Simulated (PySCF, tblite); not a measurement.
**GeH₁₀OSi₃, a small molecule taken as a stand-in for a surface group: NMR shifts, core binding energies and electronic excitations**

Aim: the NMR shifts, core binding energies and electronic excitations of `[SiH3][O][GeH]([SiH3])[SiH3]`.

Computed with tblite 0.8.0 and PySCF 2.14.0; each step states its level. No surroundings beyond the atoms listed, unless a continuum is named. Atoms count from 0, parts from 1.

## (1) The system as given

15 atoms, charge 0, multiplicity 1; geometry: distance geometry start.

## (2) Geometry optimisation with GFN2-xTB

The job: settings as JSON, then the geometry in Å.

```
{"job": {"kind": "relax", "xc": "GFN2-xTB", "basis": "xTB"}, "charge": 0, "multiplicity": 1}
Ge    -0.145575    -0.663699    -0.980449
Si    -2.049326    -0.053522     0.133068
Si     1.326951    -1.732812     0.457417
O      0.732054     0.864176    -1.444048
Si     0.769556     1.884967    -0.079866
H     -0.423947    -1.495135    -2.242560
H     -1.902268     1.332218     0.644506
H     -2.458454    -1.018660     1.173095
H     -3.134954    -0.050941    -0.884294
H      1.004200    -3.161807     0.654685
H      2.704754    -1.582505    -0.046638
H      1.225506    -0.999285     1.716831
H      1.906892     2.843391    -0.146743
H     -0.449634     2.737069    -0.097694
H      0.867708     1.136560     1.163125
```

Level: GFN2-xTB geometry optimisation, gas phase.

Started as:

```sh
$ OMP_NUM_THREADS=1 python cluster_run.py task.json out
```

This one command runs all jobs of the session in turn.

**Question.** The jobs that follow are: PBE0-D3(BJ)/def2-SVP geometry optimisation, gas phase; GIAO PBE0/pcSseg-1 NMR shielding, non-relativistic, gas phase; delta-SCF UKS SCAN, pcX-2 on the ionised atom, pcseg-1 elsewhere, spin-free X2C; TDDFT CAM-B3LYP/def2-SVPD, vertical, gas phase, core orbitals frozen in the response. Predict: point group; rotational constants (main isotopes); ¹H shifts against TMS (PBE0/pcSseg-1); ⁷³Ge shifts against GeMe4 (PBE0/pcSseg-1); ²⁹Si shifts against TMS (PBE0/pcSseg-1); ¹⁷O shifts against H2O (PBE0/pcSseg-1); Si2p binding energies, SCAN/pcX-2; O1s binding energies, SCAN/pcX-2; lowest singlet (CAM-B3LYP/def2-SVPD); brightest single state of those computed; lowest triplet; vertical ionisation energy (ΔSCF).

As calculated:

```
                                 quantity                                                           value
                              point group                                                              C1
     rotational constants (main isotopes)                                            1.55, 1.21, 0.84 GHz
    ¹H shifts against TMS (PBE0/pcSseg-1)  5.72, 4.93, 4.90, 4.88, 4.03, 3.91, 3.89, 3.86, 3.51, 3.48 ppm
⁷³Ge shifts against GeMe4 (PBE0/pcSseg-1)                                                         -23 ppm
  ²⁹Si shifts against TMS (PBE0/pcSseg-1)                                       -34.3, -100.2, -101.7 ppm
   ¹⁷O shifts against H2O (PBE0/pcSseg-1)                                                       -14.9 ppm
        Si2p binding energies, SCAN/pcX-2                           Si4 107.39, Si1 106.80, Si2 106.78 eV
         O1s binding energies, SCAN/pcX-2                                                    O3 537.04 eV
     lowest singlet (CAM-B3LYP/def2-SVPD)                                     5.66 eV (219 nm), f = 0.004
 brightest single state of those computed                                     state 4, 6.80 eV, f = 0.369
                           lowest triplet                                                         5.14 eV
        vertical ionisation energy (ΔSCF)                                                         9.40 eV
```

What this shows: Over 13 steps the energy fell by 0.422 eV; of the close pairs, Ge0–Si2 changed most, 2.321 to 2.391 Å (PBE0/def2-SVP). At PBE0/pcSseg-1: The widest tensor belongs to Ge0: span 538 ppm, with a paramagnetic part of -1407 ppm. The Si2p levels kept as sound span 0.61 eV, from Si2 (silicon bonded to Ge, 3 H) up to Si4 (silicon bonded to O, 3 H). The first singlet state (HOMO→LUMO 0.94) lies at 5.66 eV and is weak; of the 6 states computed, the strongest absorption comes from state 4 at 6.80 eV. The lowest triplet lies 0.52 eV below the lowest singlet (triplets in Tamm-Dancoff, singlets in full TDDFT). The orbital energy would give 8.81 eV for ionisation, ΔSCF gives 9.40 eV. Spin-orbit coupling is left out, which matters for shieldings and couplings at and beside the heavy atoms. A capped cluster stands for the solid here, so long-range fields and strain are missing, and bands or shifts of the capping hydrogens have no counterpart in it.
